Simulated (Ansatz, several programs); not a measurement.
Si₃Ge, ordered on the diamond lattice (P-4m2) with 4 atoms a cell, relaxed with PBE in Ansatz (plane waves, PAW): space group P-4m2 (No. 115), tetragonal; a = 3.916 Å, c = 5.521 Å in the conventional setting, 21.17 Å³ an atom. Si is surrounded by 2 Si at 2.38 Å and 2 Ge at 2.41 Å; Si is surrounded by 4 Si at 2.38 Å; Ge is surrounded by 4 Si at 2.41 Å. The cell was then scaled with its shape and fractional coordinates held, which makes it stiffer than a relaxed compression. No spin polarisation. The prototype was imposed, so other structures may be more stable.

| V (Å³/atom) | E (meV/atom) |
| --- | --- |
| 19.900 | 21.74 |
| 21.170 | 0.00 |
| 21.805 | 4.59 |
| 22.440 | 17.44 |

Question: Pass a cubic E = c₀ + c₁u + c₂u² + c₃u³, with u = V − 21.329 Å³, through these points.

Answer: c₀ = 0.29, c₁ = +3.705, c₂ = 11.669, c₃ = -0.9992 (meV and Å³).

Question: Where is the minimum, and what bulk modulus follows?

Answer: dE/du = 0 at u = -0.156, so V₀ = 21.17 Å³. B = V₀ d²E/dV² = 21.17 × (2c₂ + 6c₃u) = 21.17 × 24.272 = 514 meV/Å³, and 1 meV/Å³ is 0.16022 GPa: 82 GPa. A third-order Birch-Murnaghan fit to all five points gives 21.17 Å³ and 82 GPa.

Question: Predict the energy and the pressure at the withheld volume, 20.535 Å³.

Answer: With u = -0.794: E ≈ 5.20 meV and P = −dE/dV ≈ +2.68 GPa. The run gives 5.15 meV and, from its stress, +2.66 GPa.
